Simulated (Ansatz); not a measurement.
# CH5FSiTe: up Jacob's ladder to CCSD(T)

Aim: compute CH5FSiTe with functionals from several rungs and with coupled cluster, and see how far each lands from CCSD(T) at the basis-set limit for the atomisation energy.

Program: Ansatz 0.2.0, Gaussian basis. Level of theory: functionals in def2-TZVPP, the program's frozen cores in correlated methods. These are calculated values, not measurements.

The runs, in order: LDA (SPW92), PBE-D4, revPBE-D4, BLYP-D4, r2SCAN-D4, B97M-V, PBE0-D4, B3LYP-D4, r2SCANh-D4, r2SCAN0-D4, HSE06-D4, BHLYP-D4, CAM-B3LYP-D4, LC-ωPBE, ωB97X-V, ωB97M-V, B2PLYP, PBE-QIDH; CCSD(T)/def2-SVP; CCSD(T)/def2-TZVPP; MP2/def2-QZVPP; extrapolation to the limit; RPA on PBE.

## 1. The relaxed structure

The geometry comes from an earlier relaxation with PBE0-D4 in a triple-zeta def2 set; it is a stationary point, not always the lowest conformer. Te takes the def2 core potential; no spin-orbit term is included.

SMILES `FC([SiH3])[TeH]`, 9 atoms, charge 0, spin multiplicity 1.

Atoms are counted from 1 here; the program's logs count them from 0.

Bond lengths: F1–C2 1.385 Å, C2–Si3 1.897 Å, C2–Te4 2.152 Å, C2–H5 1.093 Å, Si3–H6 1.484 Å, Si3–H7 1.485 Å, Si3–H8 1.486 Å, Te4–H9 1.659 Å. Angles: F1–C2–Si3 111.1°, F1–C2–Te4 111.7°, F1–C2–H5 108.1°, Si3–C2–Te4 108.8°, Si3–C2–H5 111.5°, Te4–C2–H5 105.5°, C2–Si3–H6 108.1°, C2–Si3–H7 109.4°, C2–Si3–H8 109.2°, H6–Si3–H7 110.4°, H6–Si3–H8 110.0°, H7–Si3–H8 109.7°, C2–Te4–H9 94.0°.

## 2. LDA

This LDA is Slater exchange with PW92 correlation.

The input, in.yaml:

```yaml
crystal:
  periodic: [false, false, false]
  atoms:
    - {symbol: F, position_ang: [-0.338064, 0.254814, -1.830114]}
    - {symbol: C, position_ang: [-0.135381, 0.442851, -0.473484]}
    - {symbol: Si, position_ang: [0.890642, -0.970645, 0.265925]}
    - {symbol: Te, position_ang: [-1.996716, 0.581000, 0.597613]}
    - {symbol: H, position_ang: [0.354246, 1.409662, -0.333540]}
    - {symbol: H, position_ang: [1.422819, -0.517794, 1.574820]}
    - {symbol: H, position_ang: [2.004496, -1.307963, -0.656590]}
    - {symbol: H, position_ang: [0.018712, -2.158731, 0.455171]}
    - {symbol: H, position_ang: [-2.132255, 2.220605, 0.383197]}
basis:
  gaussian: {orbitals: def2-TZVPP}
hamiltonian: {xc: lda}
output: {orbitals: {seedname: orbitals}}
```

The runs that follow: PBE-D4 (GGA); revPBE-D4 (GGA); BLYP-D4 (GGA); r2SCAN-D4 (meta-GGA); B97M-V (meta-GGA); PBE0-D4 (hybrid); B3LYP-D4 (hybrid); r2SCANh-D4 (hybrid); r2SCAN0-D4 (hybrid); HSE06-D4 (hybrid); BHLYP-D4 (hybrid); CAM-B3LYP-D4 (range-separated); LC-ωPBE (range-separated); ωB97X-V (range-separated); ωB97M-V (range-separated); B2PLYP (double hybrid); PBE-QIDH (double hybrid); CCSD(T) in def2-SVP; CCSD(T) in def2-TZVPP; MP2 in def2-QZVPP; RPA on PBE orbitals.

Q: Predict the results of all the runs planned. Wanted: atomisation energy, CCSD(T)/CBS; farthest beyond LDA; mean size of error, GGA; mean size of error, meta-GGA; mean size of error, hybrid; mean size of error, range-separated; mean size of error, double hybrid; gap, smallest and largest; T1 diagnostic.

The runs gave:

| quantity | value |
| --- | --- |
| atomisation energy, CCSD(T)/CBS | 653.6 kcal/mol |
| functionals within 6.5 kcal/mol (1.0 %) | PBE-D4, BLYP-D4, r2SCAN-D4, B97M-V, B3LYP-D4, CAM-B3LYP-D4, ωB97X-V, ωB97M-V |
| farthest beyond LDA | BHLYP-D4 (-24.3 kcal/mol) |
| mean size of error, GGA | 6.6 kcal/mol |
| mean size of error, meta-GGA | 4.0 kcal/mol |
| mean size of error, hybrid | 11.7 kcal/mol |
| mean size of error, range-separated | 5.8 kcal/mol |
| mean size of error, double hybrid | 14.1 kcal/mol |
| gap, smallest and largest | 3.67 eV (BLYP-D4), 10.28 eV (LC-ωPBE) |
| T1 diagnostic | 0.0121 |
| triples share of the correlation energy | 3.0 % |

What this shows: LDA overbinds by 95.2 kcal/mol (15 %). PBE-D4 misses by +5.1 kcal/mol. Double hybrids carry the basis error of their MP2 part in triple zeta, and no dispersion term here, so their miss is partly the set-up's. The rungs meta-GGA, range-separated miss on average by less than the doubt on the reference (6.5 kcal/mol), so they tie. The reference freezes the cores and leaves out spin-orbit coupling and excitations past (T), and its outer-core shells are covered unevenly, so misses under about 6.5 kcal/mol can't be ranked. All levels share the lack of spin-orbit coupling, which lowers the free heavy atoms and so the true binding. Hartree-Fock recovers 70 % of the binding; the rest is correlation. CCSD(T) in def2-SVP is off by -52.0 kcal/mol, worse than the median functional, from the basis alone. The gap grows from 3.7 to 10.3 eV across the functionals, mostly with the share of exact exchange. Correlated methods include outer-core shells of Te, which these sets cover unevenly.
